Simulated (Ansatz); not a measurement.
# C₃H₁₁NO₃Zr: small, medium and large basis sets

An exercise on one series of results from a longer session: the logs are not shown, and one member is left open.

Computed with Ansatz 0.2.0, Gaussian basis. Level: one geometry, several basis sets.

Levels to be run: PBE0-D4/def2-SVP; ωB97M-V/def2-SVP; PBE0-D4/def2-QZVPP; ωB97M-V/def2-QZVPP; the functionals' def2-TZVPP values are taken from earlier runs.

1 further run of the same task is left out (for a known fault of the program). Runs told in other sessions of the task aren't counted.

**The geometry**

All runs share one geometry, relaxed beforehand with PBE0-D4 in a triple-zeta def2 set. Zr takes the def2 core potential; no spin-orbit term is included.

SMILES `C[O][Zr]([NH2])([O]C)[O]C`, 19 atoms, charge 0, spin multiplicity 1.

Atoms are counted from 1 here; the program's logs count them from 0.

Bond lengths: C1–O2 1.386 Å, C1–H9 1.096 Å, C1–H10 1.096 Å, C1–H11 1.096 Å, O2–Zr3 1.927 Å, Zr3–N4 2.051 Å, Zr3–O5 1.932 Å, Zr3–O7 1.927 Å, N4–H12 1.010 Å, N4–H13 1.010 Å, O5–C6 1.385 Å, C6–H14 1.097 Å, C6–H15 1.097 Å, C6–H16 1.097 Å, O7–C8 1.386 Å, C8–H17 1.096 Å, C8–H18 1.096 Å, C8–H19 1.096 Å. Angles: O2–C1–H9 111.0°, O2–C1–H10 111.0°, O2–C1–H11 110.5°, H9–C1–H10 108.2°, H9–C1–H11 108.0°, H10–C1–H11 108.1°, C1–O2–Zr3 169.8°, O2–Zr3–N4 107.2°, O2–Zr3–O5 108.7°, O2–Zr3–O7 114.4°, N4–Zr3–O5 110.6°, N4–Zr3–O7 107.2°, O5–Zr3–O7 108.7°, Zr3–N4–H12 125.8°, Zr3–N4–H13 125.8°, H12–N4–H13 108.5°, Zr3–O5–C6 167.7°, O5–C6–H14 110.8° and more.

Set-up of the first run:

Contents of in.yaml:

```yaml
crystal:
  periodic: [false, false, false]
  atoms:
    - {symbol: C, position_ang: [2.474479, -1.176395, 1.652821]}
    - {symbol: O, position_ang: [1.646379, -0.490868, 0.778055]}
    - {symbol: Zr, position_ang: [0.242133, 0.291175, -0.285582]}
    - {symbol: N, position_ang: [1.081788, 1.814669, -1.372671]}
    - {symbol: O, position_ang: [-1.125016, 0.971990, 0.897598]}
    - {symbol: C, position_ang: [-2.031004, 1.722672, 1.627568]}
    - {symbol: O, position_ang: [-0.575978, -0.921254, -1.540792]}
    - {symbol: C, position_ang: [-1.263219, -1.897443, -2.244793]}
    - {symbol: H, position_ang: [2.554040, -2.232818, 1.371387]}
    - {symbol: H, position_ang: [2.091933, -1.123789, 2.678936]}
    - {symbol: H, position_ang: [3.482647, -0.746669, 1.643026]}
    - {symbol: H, position_ang: [0.762559, 2.143275, -2.273183]}
    - {symbol: H, position_ang: [1.888344, 2.359106, -1.100918]}
    - {symbol: H, position_ang: [-1.838886, 1.626384, 2.702833]}
    - {symbol: H, position_ang: [-1.966377, 2.785510, 1.364606]}
    - {symbol: H, position_ang: [-3.057308, 1.387146, 1.436521]}
    - {symbol: H, position_ang: [-0.827397, -2.887908, -2.069805]}
    - {symbol: H, position_ang: [-1.221955, -1.694916, -3.321109]}
    - {symbol: H, position_ang: [-2.317160, -1.929867, -1.944500]}
basis:
  gaussian: {orbitals: def2-SVP}
hamiltonian: {xc: pbe0, dispersion: d4}
output: {orbitals: {seedname: orbitals}}
```

Command:

```bash
$ ansatz run in.yaml --threads 4 --pin off --events-out ev --progress --plain --max-ram 66560MiB --backend cpu
```

Among the steps run: PBE0-D4 in def2-SVP; ωB97M-V in def2-SVP; PBE0-D4 in def2-QZVPP; ωB97M-V in def2-QZVPP.

One of the session's tables, all rows but one given; the rest of the session is left out.

It belongs to the step «Functionals by basis». 

```
functional       basis  HOMO (eV)  LUMO (eV)
   PBE0-D4    def2-SVP      -6.57       0.27
   PBE0-D4  def2-TZVPP      -6.75       0.03
   PBE0-D4  def2-QZVPP      -6.80      -0.07
   ωB97M-V    def2-SVP      -8.92       1.28
   ωB97M-V  def2-TZVPP          ?          ?
   ωB97M-V  def2-QZVPP      -9.15       0.73
```

**Question.** Estimate the row for ωB97M-V, def2-TZVPP.

**Answer.** HOMO (eV): -9.11; LUMO (eV): 0.93. In the column «HOMO (eV)» it lies between ωB97M-V, def2-QZVPP (-9.15) and ωB97M-V, def2-SVP (-8.92).
